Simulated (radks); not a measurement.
# Valence configurations of Dy

NIST gives [Xe] 4f10 6s2 as the ground configuration of Dy. Does this level of theory agree? Several fillings of the valence shells are run.

Program: radks (a radial shooting solver on a logarithmic mesh, Libxc functionals) version 1. Level of theory: scalar-relativistic Kohn-Sham, PBEsol, spin-polarised, spherical densities, finite nucleus; open shells are filled with parallel spins first. These are calculated values, not measurements, unless marked.

2 further runs of the same task are left out: 2 that didn't finish.

### Step 1. Starting point

- element: dysprosium (Z = 66)
- charge: 0
- electrons: 66
- configuration: [Xe] 4f10 6s2
- nuclear rms radius: 5.2218 fm
- others tried: 4f9 6s2 6p1; 4f10 6s1 6p1; 4f10 5d0.5 6s0.5 6p1; 4f10 5d0.5 6s1.5; 4f8 5d2 6s2; 4f9 5d1 6s2; 4f9.5 5d0.5 6s1 6p1

Outer shells as boxes (Hund's rule):

Dy
```
[Xe] core
4f [↑↓][↑↓][↑↓][↑ ][↑ ][↑ ][↑ ]
6s [↑↓]
```

### Step 2. [Xe] 4f10 6s2

Settings of this run:

```text
Z 66
configuration [Xe] 4f10 6s2
relativity scalar-relativistic
functional pbe_sol,pbe_sol
spin polarised
nucleus finite rms 5.2218 fm
c 137.035999084
```

Launch:

```sh
$ python run_ks.py task.json out
```

The same process makes all the runs of this session.

### Step 3. [Xe] 4f9 6s2 6p1

Changes since step 2:

```diff
@@ -1,3 +1,3 @@
 Z 66
-configuration [Xe] 4f10 6s2
+configuration [Xe] 4f9 6s2 6p1
 relativity scalar-relativistic
```

### Step 4. [Xe] 4f10 6s1 6p1

Changes since step 3:

```diff
@@ -1,3 +1,3 @@
 Z 66
-configuration [Xe] 4f9 6s2 6p1
+configuration [Xe] 4f10 6s1 6p1
 relativity scalar-relativistic
```

### Step 5. [Xe] 4f10 5d0.5 6s0.5 6p1

Changes since step 4:

```diff
@@ -1,3 +1,3 @@
 Z 66
-configuration [Xe] 4f10 6s1 6p1
+configuration [Xe] 4f10 5d0.5 6s0.5 6p1
 relativity scalar-relativistic
```

### Step 6. [Xe] 4f10 5d0.5 6s1.5

Settings of this run:

```text
Z 66
configuration [Xe] 4f10 5d0.5 6s1.5
relativity scalar-relativistic
functional pbe_sol,pbe_sol
spin polarised
nucleus finite rms 5.2218 fm
c 137.035999084
```

### Step 7. [Xe] 4f8 5d2 6s2

Changes since step 6:

```diff
@@ -1,3 +1,3 @@
 Z 66
-configuration [Xe] 4f10 5d0.5 6s1.5
+configuration [Xe] 4f8 5d2 6s2
 relativity scalar-relativistic
```

### Step 8. [Xe] 4f9 5d1 6s2

Changes since step 7:

```diff
@@ -1,3 +1,3 @@
 Z 66
-configuration [Xe] 4f8 5d2 6s2
+configuration [Xe] 4f9 5d1 6s2
 relativity scalar-relativistic
```

### Step 9. [Xe] 4f9.5 5d0.5 6s1 6p1

Changes since step 8:

```diff
@@ -1,3 +1,3 @@
 Z 66
-configuration [Xe] 4f9 5d1 6s2
+configuration [Xe] 4f9.5 5d0.5 6s1 6p1
 relativity scalar-relativistic
```

Q: Predict the outcome of this session. Wanted: for each run, valence; E − E(NIST configuration); moment; highest level; its energy; 1s shift.

**Answer**, as computed:

```tsv
valence	E − E(NIST configuration) (eV)	moment (μB)	highest level	its energy (eV)	1s shift (eV)
4f10 6s2	0.000	4	4f down	-1.509	+0.00
4f10 5d0.5 6s1.5	1.089	5	4f down	-0.938	+0.50
4f10 6s1 6p1	2.076	6	6p up	-2.055	-1.17
4f9 5d1 6s2	2.095	6	5d up	-2.691	-6.21
4f9.5 5d0.5 6s1 6p1	2.623	7	6p up	-2.161	-4.13
4f10 5d0.5 6s0.5 6p1	3.314	6	6p up	-1.961	-0.67
4f9 6s2 6p1	3.864	6	6p up	-2.424	-9.44
4f8 5d2 6s2	8.429	8	5d up	-3.978	-13.22
```

**Reading.** The NIST configuration is the lowest of those tried, 1.089 eV under 4f10 5d0.5 6s1.5. The energies are those of spherical high-spin densities, not of single terms. The 1s eigenvalue shifts by up to 13.22 eV as the valence charge is rearranged.
